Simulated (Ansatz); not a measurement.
From input file to script: MgCd3, space group Fm-3m in Ansatz 0.2.0.

```yaml
crystal:
  lattice:
    - [0.0, 3.540325, 3.540325]
    - [3.540325, 0.0, 3.540325]
    - [3.540325, 3.540325, 0.0]
  atoms:
    - { symbol: Mg, position: [0.5, 0.5, 0.5] }
    - { symbol: Cd, position: [0.0, 0.0, 0.0] }
    - { symbol: Cd, position: [0.25, 0.25, 0.25] }
    - { symbol: Cd, position: [0.75, 0.75, 0.75] }
kpoints:
  mp_grid: { grid: [6, 6, 6] }
  band_path:
    path:
      - [0.375, 0.375, 0.75]
      - [0.0, 0.0, 0.0]
      - [0.5, 0.5, 0.5]
      - [0.5, 0.25, 0.75]
      - [0.5, 0.0, 0.5]
    npoints: 8
hamiltonian:
  xc: pbesol
  pseudopotentials: { kind: paw }
scf:
  n_extra_bands: 10
  occupations: { method: cold, width: 0.15 }
```

On the command line:
```console
$ ansatz run input.yaml --threads 1 --pin off --max-ram 3072MiB --backend cpu --events-out ev --progress --plain --runs-dir out
scf.n_extra_bands = 10 over 35 filled bands (N_el = 70.0): the run solves 45 bands
Engine: ansatz 0.2.0, aarch64-unknown-linux-gnu
Pseudopotentials: kind: paw
Pseudopotential: Mg, paw, valence charge 10, recommended cutoff 420 eV (normal), Mg.paw.azcp
Pseudopotential: Cd, paw, valence charge 20, recommended cutoff 420 eV (normal), Cd.paw.azcp
Functional definition: PBEsol
  exchange = pbesol_x
  correlation = pbesol_c
Crystal: 4 atoms, lattice volume = 88.748 Å³
Basis set: ecut = 420 eV, 1759 PW (Γ)
Bands: 45, of which v1, the nominal top of the filled ones, is band 35 counted from 1 (34 counted from 0)
Symmetry: 48 space group operations
Space group: Fm-3m (ITA 225), of the structure as read, at distance tolerance 4.5e-5 Å
k-points: 16 of 216
Non-local potential: Mg, projectors of the file, l = 0: 3, l = 1: 2, l = 2: 1
Non-local potential: Cd, projectors of the file, l = 0: 3, l = 1: 2, l = 2: 2, l = 3: 1
PAW form: soft (Blöchl's): semilocal exchange-correlation on the pseudo side does not see the compensation charge
PAW frozen core: Mg, regenerated for the run's functional, and the local potential with it (the file was generated under x = pbe(κ = 0.804, μ = 0.2195149727645171), c = pbe(β = 0.06672455060314922))
PAW frozen core: Cd, regenerated for the run's functional, and the local potential with it (the file was generated under x = pbe(κ = 0.804, μ = 0.2195149727645171), c = pbe(β = 0.06672455060314922))
PAW one-centre angular grid: Mg, 110 points (default); XC on 64 Gauss nodes
PAW one-centre angular grid: Cd, 590 points (default); XC on 64 Gauss nodes
Initial density: superposition of atomic densities (neutral atoms: chi_scale 0, normalization atom), corrected by the library's trained network
Initial wavefunctions: pseudopotential atomic-orbital guess
Functional: x = pbesol(κ = 0.804, μ = 0.12345679012345678), c = pbesol(β = 0.046)
SCF iter   1: F=—  HF=-26464.266807 eV  |F-HF|=—  |Δ(HF+E_count)|=         —  Δρ=4.63e-3  dr2=1.45e-2  ethr=1.77e-3  ⟨swp⟩=8.7  Hψ=2883  notcnv=0  defer=6
preconditioner: auto → Kerker (q_TF=auto, 2.622 Å⁻¹)  [metal: Δε(μ)=0.078 eV  Ē_g=13.006 eV  σ=0.150 eV  W_gap=0.33  n_scr=26 (ndim 8)  ℏωp=24.3 eV  f_vac=0.000  D(μ)=3.24/eV (n_scr^D=26)]
SCF iter   2: F=—  HF=-26464.262591 eV  |F-HF|=—  |Δ(HF+E_count)|=   4.22e-3  S|Δr|=    0.00e0  Δρ=1.43e-3  dr2=1.74e-3  ethr=2.07e-5  ⟨swp⟩=2.0  Hψ=1109  notcnv=0  defer=7
SCF iter   3: F=—  HF=-26464.262081 eV  |F-HF|=—  |Δ(HF+E_count)|=   5.10e-4  S|Δr|=    0.00e0  Δρ=5.18e-4  dr2=3.35e-4  ethr=2.49e-6  ⟨swp⟩=2.1  Hψ=934  notcnv=0  defer=7
SCF iter   4: F=—  HF=-26464.261984 eV  |F-HF|=—  |Δ(HF+E_count)|=   9.67e-5  S|Δr|=    0.00e0  Δρ=1.29e-4  dr2=3.97e-5  ethr=4.78e-7  ⟨swp⟩=1.9  Hψ=714  notcnv=0  defer=7
SCF iter   5: F=—  HF=-26464.261924 eV  |F-HF|=—  |Δ(HF+E_count)|=   6.01e-5  S|Δr|=    0.00e0  Δρ=5.19e-5  dr2=2.12e-6  ethr=5.67e-8  ⟨swp⟩=2.0  Hψ=1007  notcnv=0  defer=7
SCF iter   6: F=-26464.261923 eV  HF=-26464.261923 eV  |F-HF|=2.79e-8  |Δ(HF+E_count)|=   9.71e-7  S|Δr|=    0.00e0  Δρ=1.31e-5  dr2=7.76e-8  ethr=1.43e-10  ⟨swp⟩=5.6  Hψ=2782  notcnv=0
SCF 1 converged in 6 iterations: F = -26464.261923 eV  dr2 = 7.76e-8
  greatest PAW one-centre occupation: 1.000 electrons in one spin orbital (limit 2), on the Cd atom at site 3 (counted from 0), in its partial waves of l = 0
NSCF: frozen V_eff on 33 k-points
SCF converged after 6 iterations
Stability not checked: this state was not tested for a lower state beside it, because cold or Methfessel-Paxton smearing, or corrected tetrahedra, fill the levels in a way that the test cannot read (fill_not_monotonic; see scf.lower_state_search)
Free energy (F): -26464.261923 eV
Harris-Foulkes:  -26464.261923 eV  (|F-HF|=2.79e-8)
Internal energy: -26464.249099 eV  (E = F + TS)
E sigma→0 (E₀):  -26464.257648 eV
Entropy (-TS):   -0.012824 eV (-3.206 meV/atom)
Fermi energy:    12.005958 eV
--- Per-component energies (eV) ---
  E_band       = -1629.187369
  E_kinetic    = 1588.759705
  E_local      = -10989.048577  (includes V_loc(G=0)·N_el)
  E_nonlocal   = 201.289513
  E_hartree    = 4955.486066
  E_xc         = -555.359382
  E_vxc        = -700.726313  (∫ρ·V_xc dr)
  E_paw        = -12319.095463  (= ΣΔE_a)
  E_vpaw       = -1640.459456  (= ΣTr[D̂ρ^β])
  E_aug_tail   = 0.000034  (compensation charges beyond the density's cutoff)
  E_ewald      = -9347.365737
  E_core_change = 1.084741  (= ΣΔE_core)
  E_smearing   = -0.012824  (= −TS)
  E_closure    = 0.000000  (closes the sum)
  Σ components = -26464.261923   (vs F -26464.261923, Δ=0.00e0)
--- Band table (eV; the first three rows and the last of 16) ---
  k-point 0: bands = ["-90.8086", "-90.8080", "-90.7982", "-64.2312", "-51.8907", "-51.8907", "-51.8907", "-51.8858", "-51.8858", "-51.8858", "-51.8706", "-51.8706", "-51.8706", "-31.1726", "-31.1726", "-31.1726", "2.6579", "2.6579", "2.9064", "2.9064", "2.9064", "2.9379", "2.9379", "2.9379", "3.5367", "3.5367", "3.5652", "3.5652", "3.5967", "3.5967", "3.5967", "3.6143", "13.0418", "13.5262", "13.5262", "13.5262", "13.8590", "14.3850", "14.3850", "14.3850", "15.4929", "15.4929", "15.4929", "18.3190", "18.8115"]
  k-point 1: bands = ["-90.8085", "-90.8080", "-90.7982", "-64.2312", "-51.8914", "-51.8914", "-51.8911", "-51.8853", "-51.8853", "-51.8846", "-51.8715", "-51.8704", "-51.8704", "-31.1726", "-31.1726", "-31.1726", "2.7028", "2.7028", "2.7900", "2.8387", "2.8387", "3.0216", "3.0216", "3.1047", "3.4806", "3.4806", "3.5075", "3.5278", "3.5278", "3.6387", "3.6387", "3.8991", "10.7643", "12.9713", "12.9893", "12.9893", "14.5331", "14.7987", "14.7987", "14.9190", "15.3942", "15.3942", "17.2530", "19.7346", "19.8956"]
  k-point 2: bands = ["-90.8084", "-90.8081", "-90.7983", "-64.2312", "-51.8924", "-51.8924", "-51.8905", "-51.8847", "-51.8847", "-51.8837", "-51.8729", "-51.8700", "-51.8700", "-31.1726", "-31.1726", "-31.1726", "2.7705", "2.7709", "2.7709", "2.8332", "2.8332", "3.1129", "3.1129", "3.2051", "3.3253", "3.3375", "3.3375", "3.5097", "3.5097", "3.6641", "3.6641", "4.7879", "8.2809", "12.6428", "12.6428", "12.7551", "13.6741", "13.8002", "13.8002", "16.6274", "17.1168", "17.1168", "20.8138", "21.6998", "21.6998"]
  k-point 15: bands = ["-90.8082", "-90.8081", "-90.7985", "-64.2312", "-51.8952", "-51.8930", "-51.8877", "-51.8862", "-51.8827", "-51.8826", "-51.8742", "-51.8705", "-51.8692", "-31.1726", "-31.1726", "-31.1726", "2.7252", "2.7296", "2.7326", "2.7660", "2.9847", "3.0504", "3.1496", "3.2518", "3.2884", "3.3051", "3.4137", "3.4434", "3.5350", "3.6571", "3.7553", "7.3596", "7.4960", "8.4292", "8.9402", "12.8627", "13.5518", "16.0219", "16.5252", "19.0495", "20.0139", "20.5491", "20.6591", "20.6682", "21.2791"]
```

`bands.py`:
```python
"""Band structure of MgCd3."""

import ansatz as az
import numpy as np
from pymatgen.core import Structure


def main() -> None:
    mgcd3 = (
        az.Lattice.of((0.0, 3.540325, 3.540325), (3.540325, 0.0, 3.540325), (3.540325, 3.540325, 0.0))
        .atom("Mg", (0.5, 0.5, 0.5))
        .atom("Cd", (0.0, 0.0, 0.0))
        .atom("Cd", (0.25, 0.25, 0.25))
        .atom("Cd", (0.75, 0.75, 0.75))
    )

    # vertices of the path, as fractions of the reciprocal vectors
    path = [
        ("K", (0.375, 0.375, 0.75)),
        ("G", (0.0, 0.0, 0.0)),
        ("L", (0.5, 0.5, 0.5)),
        ("W", (0.5, 0.25, 0.75)),
        ("X", (0.5, 0.0, 0.5)),
    ]
    job = (
        mgcd3.calculation()
        .functional("pbesol")
        .pseudopotentials("paw")
        .kpoints(mesh=(6, 6, 6))
        .occupations("Marzari-Vanderbilt", width=0.15)
        .band_structure([point for _, point in path], intervals=8)
        .scf(extra_bands=10)
    )
    out = job.run(threads=1, pin="off")
    data = out.report

    print("%-22s %14.5f eV" % ("F = E - TS", data["free_energy_ev"]))
    print("%-22s %14.5f eV" % ("E", data["internal_energy_ev"]))
    print("%-22s %14.5f eV" % ("Harris-Foulkes", data["harris_foulkes_ev"]))
    print("%-22s %14.5f eV" % ("Fermi level", data["fermi_energy_ev"]))

    final = Structure(out.lattice.cell_ang, [s.symbol for s in out.lattice.sites], [s.position_frac for s in out.lattice.sites])
    # count neighbours out to a fixed multiple of the shortest distance
    for index, (site, neighbours) in enumerate(zip(final, final.get_all_neighbors(5.5))):
        first = min(n.nn_distance for n in neighbours)
        shell = [n for n in neighbours if n.nn_distance < 1.1 * first]
        mean = sum(n.nn_distance for n in shell) / len(shell)
        print(f"atom {index} {site.specie.symbol}: {len(shell)} neighbours within 1.1 of the shortest distance, mean {mean:.3f} A")

    bands = out.band_structure()
    fermi = bands.fermi_energy_ev
    print(f"zero of the bands: {fermi:.3f} eV, the Fermi level found on the SCF mesh")
    for spin, channel in enumerate(bands.channels):
        levels = channel.eigenvalues_ev - fermi
        crossing = [b for b in range(levels.shape[1]) if levels[:, b].min() < 0 < levels[:, b].max()]
        print(f"channel {spin}: bands that cross the Fermi level on this path:", [b + 1 for b in crossing] or "none")
        shown = crossing or sorted(np.argsort(np.abs(levels).min(axis=0))[:2])
        for k, row in zip(bands.kpoints_frac, levels[:, shown]):
            print(f"{k[0]:7.3f} {k[1]:7.3f} {k[2]:7.3f}  ", " ".join(f"{e:8.3f}" for e in row))


if __name__ == "__main__":
    main()
```

```console
$ python bands.py
DeckWarning: basis.ecutwfc = 420 eV, auto-derived from the records' recommended cutoffs: set by Mg (normal level)
F = E - TS               -26464.26192 eV
E                        -26464.24910 eV
Harris-Foulkes           -26464.26192 eV
Fermi level                  12.00596 eV
atom 0 Mg: 8 neighbours within 1.1 of the shortest distance, mean 3.066 A
atom 1 Cd: 8 neighbours within 1.1 of the shortest distance, mean 3.066 A
atom 2 Cd: 8 neighbours within 1.1 of the shortest distance, mean 3.066 A
atom 3 Cd: 8 neighbours within 1.1 of the shortest distance, mean 3.066 A
zero of the bands: 12.006 eV, the Fermi level found on the SCF mesh
channel 0: bands that cross the Fermi level on this path: [33, 34, 35, 36, 37]
  0.375   0.375   0.750     -4.598   -4.148   -1.443   -0.593    2.345
  0.328   0.328   0.656     -4.235   -3.891   -0.998   -0.314    3.765
  0.281   0.281   0.562     -3.752   -3.380   -0.443    0.047    3.428
  0.234   0.234   0.469     -3.150   -2.741    0.204    0.500    2.871
  0.187   0.187   0.375     -2.430   -1.990    0.923    1.048    2.421
  0.141   0.141   0.281     -1.601   -1.137    1.661    1.688    2.073
  0.094   0.094   0.187     -0.672   -0.194    1.787    1.824    1.920
  0.047   0.047   0.094      0.318    0.813    1.587    1.658    1.791
  0.000   0.000   0.000      1.036    1.520    1.520    1.520    1.853
  0.062   0.062   0.062      0.431    1.347    1.380    1.380    1.950
  0.125   0.125   0.125     -0.566    1.089    1.135    1.135    2.368
  0.187   0.187   0.187     -1.574    0.915    0.916    0.916    2.455
  0.250   0.250   0.250     -2.536    0.754    0.754    0.807    2.103
  0.312   0.312   0.312     -3.439    0.656    0.656    0.755    1.768
  0.375   0.375   0.375     -4.275    0.617    0.617    0.752    1.491
  0.437   0.437   0.437     -5.040    0.621    0.621    0.782    1.293
  0.500   0.500   0.500     -5.656    0.631    0.631    0.806    1.213
  0.500   0.469   0.531     -5.627   -0.034    0.278    0.973    1.100
  0.500   0.437   0.562     -5.541   -0.778   -0.376    1.024    1.199
  0.500   0.406   0.594     -5.399   -1.484   -1.032    1.161    1.318
  0.500   0.375   0.625     -5.203   -2.143   -1.655    1.357    1.479
  0.500   0.344   0.656     -4.958   -2.751   -2.234    1.604    1.682
  0.500   0.312   0.687     -4.673   -3.306   -2.759    1.892    1.925
  0.500   0.281   0.719     -4.375   -3.806   -3.201    2.193    2.195
  0.500   0.250   0.750     -4.204   -4.204   -3.420    2.375    2.375
  0.500   0.219   0.719     -4.345   -3.990   -3.360    1.789    2.394
  0.500   0.187   0.687     -4.438   -3.751   -3.203    1.222    1.878
  0.500   0.156   0.656     -4.546   -3.485   -2.990    0.678    1.384
  0.500   0.125   0.625     -4.649   -3.194   -2.746    0.156    0.922
  0.500   0.094   0.594     -4.735   -2.878   -2.490   -0.341    0.501
  0.500   0.062   0.562     -4.799   -2.541   -2.245   -0.808    0.140
  0.500   0.031   0.531     -4.838   -2.197   -2.052   -1.230   -0.123
  0.500   0.000   0.500     -4.851   -1.973   -1.973   -1.479   -0.224
```
(Warnings from the package without file and line.)

Notes:
- Total energies depend on the potentials; only differences at equal settings carry meaning. A total without «per atom» is that of the cell as typed.
- The mesh is modest for a metal, so energies can be off by several to tens of meV an atom and pressures by half a GPa or more; differences at equal mesh fare better.
- The zero of the levels is a convention of the potentials, so an absolute Fermi energy is no work function.
- The structure comes from a database of computed cells and needn't be a stable or known phase.
- Gaps and levels are Kohn-Sham values on a finite set of k-points, without spin-orbit coupling.
- Run time: 5.4 s on 1 thread of Arm Neoverse V2, on a shared host, peak memory 0.42 GiB.

(Lines on the test bed's own set-up are left out of the output.)
